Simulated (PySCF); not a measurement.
# BGeH6N: the cost of one run

Programs: PySCF 2.14.0, with density-fitted response routines of our own. Each step states its level of theory. These are calculated values for one molecule in the gas phase, unless marked as measured. Atoms are numbered from 0 throughout.

### 1 The starting structure

9 atoms, charge 0, multiplicity 1; geometry from: GFN2-xTB. The atoms were then displaced at random by about 0.01 Å, so the start is not that level's minimum.

Bonds of the start (Å): B0–N1 1.42, N1–Ge2 1.84, B0–H3 1.17, B0–H4 1.15, N1–H5 1.01, Ge2–H6 1.49, Ge2–H7 1.48, Ge2–H8 1.51.

### 2 Optimising the geometry at PBE0-D3(BJ)/def2-SVP

What the job is given:

```
{"job": {"xc": "PBE0", "basis": "def2-SVP", "d3": "d3bj", "grid": 1, "shake": 0.01, "kind": "geom"}, "charge": 0, "multiplicity": 1}
B      1.601500    -0.263660    -0.214420
N      0.428460     0.074370     0.504990
Ge    -1.341400     0.127700    -0.004630
H      1.497290    -0.523110    -1.351630
H      2.625090    -0.217240     0.298490
H      0.568120     0.328840     1.477380
H     -2.083130    -0.856920     0.836100
H     -1.387470    -0.202100    -1.448720
H     -1.850650     1.514970     0.295960
```

Command:

```
$ OMP_NUM_THREADS=1 python probes_run.py task.json out
```

One launch serves the whole session: the jobs run in the order shown.

Q: Estimate the wall time and peak memory of this first job on 1 thread of Arm Neoverse V2, shared host.

About 16 s, with a peak of 0.37 GiB.
